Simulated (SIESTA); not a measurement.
Crystal: Mg5Te.

```
Te Mg
1.0
     2.78886    1.61015    5.28499
    -2.78886    1.61015    5.28499
     0.00000   -3.22030    5.28499
Te Mg
1 5
Direct
  0.50000 0.50000 0.50000
  0.82981 0.82981 0.82981
  0.17019 0.17019 0.17019
  0.00000 0.66845 0.33155
  0.33155 0.00000 0.66845
  0.66845 0.33155 0.00000
```

The cell comes from a database or a generator and needn't be the stable form of this composition.

```yaml
Program: SIESTA 5.4.2
Task: single point
Functional: PBEsol
Potentials_or_basis: PseudoDojo 0.4 standard (PBEsol files)
Basis: DZP (energy shift 0.003 Ry; two zetas on semicore shells)
Grid_cutoff: 800 Ry
Energy_shift: 0.003 Ry
k_mesh: 6 × 6 × 6
Occupations: fermi-dirac, width 0.05 eV
Spin: no spin polarisation
```

On this cell: pressure 0.4 GPa; largest force 0.009 eV/Å; band gap on the k mesh none (metal or under the smearing width).

The same run follows on a disturbed copy (atoms moved at random, drawn with an rms of 0.05 Å):

```xyz
6
Lattice="2.7889 1.6102 5.2850 -2.7889 1.6102 5.2850 0.0000 -3.2203 5.2850" Properties=species:S:1:pos:R:3 pbc="T T T"
Te    0.0298   -0.0107    7.9392
Mg   -0.0477    0.0082   13.1305
Mg   -0.0569    0.0430    2.6906
Mg   -1.7911   -0.0106    5.3574
Mg    0.9279   -1.6141    5.3031
Mg    0.9447    1.5680    5.2722
```

**Question.** What does the disturbed cell give?

**Answer.** The energy (extrapolated to zero smearing) moves by +4.6 meV/atom; pressure 0.5 GPa; largest force 0.248 eV/Å; band gap on the k mesh none (metal or under the smearing width).

Forces on the atoms (eV/Å):
```
Te  -0.100  0.087  0.107
Mg   0.097 -0.052  0.133
Mg   0.073 -0.122  0.027
Mg  -0.206  0.058 -0.125
Mg   0.063 -0.092 -0.188
Mg   0.076  0.120  0.046
```

Stress tensor (GPa, compression positive):
```
 0.66  0.06  0.04
 0.06  0.23 -0.01
 0.04 -0.01  0.53
```

Caveats: the basis of atomic orbitals isn't converged, which shifts pressures, moduli and gaps.
